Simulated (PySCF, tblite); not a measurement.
# C₂H₁₆BNSi₄: geometry, infrared bands and NMR shifts

Aim: predict the infrared bands and NMR shifts of C₂H₁₆BNSi₄ (`CC[SiH2][SiH2][Si@H](N)B[SiH3]`).

Computed with tblite 0.8.0 and PySCF 2.14.0, with density-fitted response routines of our own, on a single molecule in the gas phase. Atoms count from 0, in the outputs and in this text.

### Step 1. The starting structure

24 atoms, charge 0, multiplicity 1; geometry from: force field or distance geometry start.

Bonds of the start (Å): C0–C1 1.54, C1–Si2 1.86, Si2–Si3 2.23, Si3–Si4 2.24, Si4–N5 1.79, Si4–B6 1.94, B6–Si7 1.93, C0–H8 1.11, C0–H9 1.12, C0–H10 1.10, C1–H11 1.10, C1–H12 1.12, Si2–H13 1.47, Si2–H14 1.49, Si3–H15 1.46, Si3–H16 1.48, Si4–H17 1.46, N5–H18 1.05, N5–H19 1.05, B6–H20 1.19, Si7–H21 1.47, Si7–H22 1.46, Si7–H23 1.49.

### Step 2. Optimising the geometry with GFN2-xTB

What the job is given:

```
{"job": {"kind": "relax", "xc": "GFN2-xTB", "basis": "xTB"}, "charge": 0, "multiplicity": 1}
C      3.207700     0.071200     0.721100
C      2.255700     1.137900     0.149400
Si     1.460900     0.548100    -1.425500
Si     0.198200    -1.247000    -1.043900
Si    -1.090200    -0.858300     0.750000
N     -2.322900    -2.148500     0.888100
B     -1.964800     0.861500     0.516900
Si    -3.071600     1.182400    -1.029800
H      3.687500     0.457700     1.644700
H      2.630400    -0.847700     0.985600
H      3.988100    -0.175300    -0.018300
H      2.829300     2.057500    -0.051100
H      1.464100     1.365700     0.913100
H      2.485300     0.233400    -2.431900
H      0.580500     1.632200    -1.936400
H     -0.649600    -1.523000    -2.194900
H      1.064300    -2.408400    -0.758300
H     -0.255900    -0.827800     1.952600
H     -2.858500    -1.948300     1.768700
H     -1.793600    -3.037800     1.058800
H     -1.790800     1.725500     1.313300
H     -3.605700     2.552000    -0.985900
H     -2.262600     1.006900    -2.236300
H     -4.197200     0.209900    -1.040400
```

Started as:

```
$ OMP_NUM_THREADS=1 python probes_run.py task.json out
```

This one command runs all jobs of the session in turn.

**Question.** This job is followed by: GFN2-xTB harmonic vibrations, gas phase; GIAO PBE0/pcSseg-1 NMR shielding, non-relativistic, gas phase. What will the session give for the following? strongest single infrared mode (GFN2-xTB); zero-point energy (GFN2-xTB); 13C shifts against TMS (PBE0/pcSseg-1); 1H shifts against TMS (PBE0/pcSseg-1, means over atoms taken as alike); 29Si shifts against TMS (PBE0/pcSseg-1); 15N shifts against NH3 (PBE0/pcSseg-1); 11B shifts against BF3·OEt2 (PBE0/pcSseg-1); surface potential, 1st and 99th percentile.

The runs gave:

| quantity | value |
| --- | --- |
| strongest single infrared mode (GFN2-xTB) | 2162 cm⁻¹, 686 km/mol |
| zero-point energy (GFN2-xTB) | 104.6 kcal/mol |
| 13C shifts against TMS (PBE0/pcSseg-1) | 14.0, 6.3 ppm |
| 1H shifts against TMS (PBE0/pcSseg-1, means over atoms taken as alike) | 14.15, 6.25, 4.02, 3.86, 3.80, 3.71, 3.38, 1.11, 1.01, 0.69, 0.26 ppm |
| 29Si shifts against TMS (PBE0/pcSseg-1) | -41.4, -68.4, -112.9, -117.1 ppm |
| 15N shifts against NH3 (PBE0/pcSseg-1) | 6.3 ppm |
| 11B shifts against BF3·OEt2 (PBE0/pcSseg-1) | 150.5 ppm |
| surface potential, 1st and 99th percentile | -1.05 V and 1.52 V |

What this shows: Over 152 steps the energy fell by 0.629 eV; of the close pairs, Si3–Si4 changed most, 2.243 to 2.355 Å. The lowest mode is slightly imaginary (6i cm⁻¹), a soft motion within the noise of the Hessian, so the minimum is not strictly shown. Unscaled tight-binding wavenumbers are off by several per cent, some by more. Its intensities can rank the bands wrongly. At PBE0/pcSseg-1: Shielding is most anisotropic at B6 (span 370 ppm, paramagnetic term -255 ppm). At PBE0/pcSseg-1, counted by nearest atom on the grid, the HOMO lies on N5 51 %; H17 14 %, the LUMO on B6 56 %; H20 11 %.
